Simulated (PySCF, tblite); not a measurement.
# C5H10SSi: geometry, infrared bands and NMR shifts

Wanted: the infrared bands and NMR shifts of C5H10SSi (`CC#CCS[SiH2]C`), by calculation.

The runs use tblite 0.8.0 and PySCF 2.14.0, with density-fitted response routines of our own; the level of theory stands in each step. All values are computed, except where a source is named. Atoms are numbered from 0 throughout.

## 1. The molecule as given

17 atoms, charge 0, multiplicity 1; geometry from: force field or distance geometry start.

Bonds of the start (Å): C0–C1 1.50, C1–C2 1.20, C2–C3 1.47, C3–S4 1.81, S4–Si5 2.15, Si5–C6 1.86, C0–H7 1.11, C0–H8 1.13, C0–H9 1.11, C3–H10 1.13, C3–H11 1.11, Si5–H12 1.47, Si5–H13 1.47, C6–H14 1.11, C6–H15 1.13, C6–H16 1.12.

## 2. Optimising the geometry with GFN2-xTB

Job settings and geometry (Å):

```
{"job": {"kind": "relax", "xc": "GFN2-xTB", "basis": "xTB"}, "charge": 0, "multiplicity": 1}
C      4.267700     0.508000     0.385600
C      2.904700     0.256300    -0.181500
C      1.814300     0.017000    -0.619400
C      0.483800    -0.249300    -1.191200
S     -0.759200    -0.742200     0.021600
Si    -2.566500     0.377500    -0.274200
C     -3.600900     0.391500     1.273300
H      4.769500     1.346900    -0.132200
H      4.913200    -0.409100     0.266400
H      4.152700     0.681400     1.473700
H      0.509500    -1.072600    -1.967100
H      0.147100     0.650700    -1.741900
H     -3.338900    -0.139300    -1.410000
H     -2.259000     1.779500    -0.591200
H     -2.924400     0.585800     2.133400
H     -4.341000     1.239600     1.169800
H     -4.179800    -0.560000     1.375100
```

Started as:

```bash
$ OMP_NUM_THREADS=1 python probes_run.py task.json out
```

This one command runs all jobs of the session in turn.

**Question.** This job is followed by: GFN2-xTB harmonic vibrations, gas phase; GIAO PBE0/pcSseg-1 NMR shielding, non-relativistic, gas phase. What will the session give for the following? strongest single infrared mode (GFN2-xTB); zero-point energy (GFN2-xTB); 13C shifts against TMS (PBE0/pcSseg-1); 1H shifts against TMS (PBE0/pcSseg-1, means over atoms taken as alike); 33S shifts against CS2 (PBE0/pcSseg-1); 29Si shifts against TMS (PBE0/pcSseg-1).

The runs gave:

| quantity | value |
| --- | --- |
| strongest single infrared mode (GFN2-xTB) | 2243 cm⁻¹, 319 km/mol |
| zero-point energy (GFN2-xTB) | 80.4 kcal/mol |
| 13C shifts against TMS (PBE0/pcSseg-1) | 89.1, 82.7, 22.2, 4.9, -7.3 ppm |
| 1H shifts against TMS (PBE0/pcSseg-1, means over atoms taken as alike) | 4.95, 3.29, 2.03, 0.38 ppm |
| 33S shifts against CS2 (PBE0/pcSseg-1) | -120 ppm |
| 29Si shifts against TMS (PBE0/pcSseg-1) | -24.6 ppm |

What this shows: Over 248 steps the energy fell by 0.474 eV; of the close pairs, C0–C1 changed most, 1.498 to 1.446 Å. All 45 modes are real, so the xTB geometry is a minimum. The strongest single mode, at 2243 cm⁻¹, moves mainly H12. Unscaled tight-binding wavenumbers are off by several per cent, some by more. Its intensities can rank the bands wrongly. At PBE0/pcSseg-1: The largest span, 453 ppm, is at S4, where the paramagnetic term is -437 ppm.
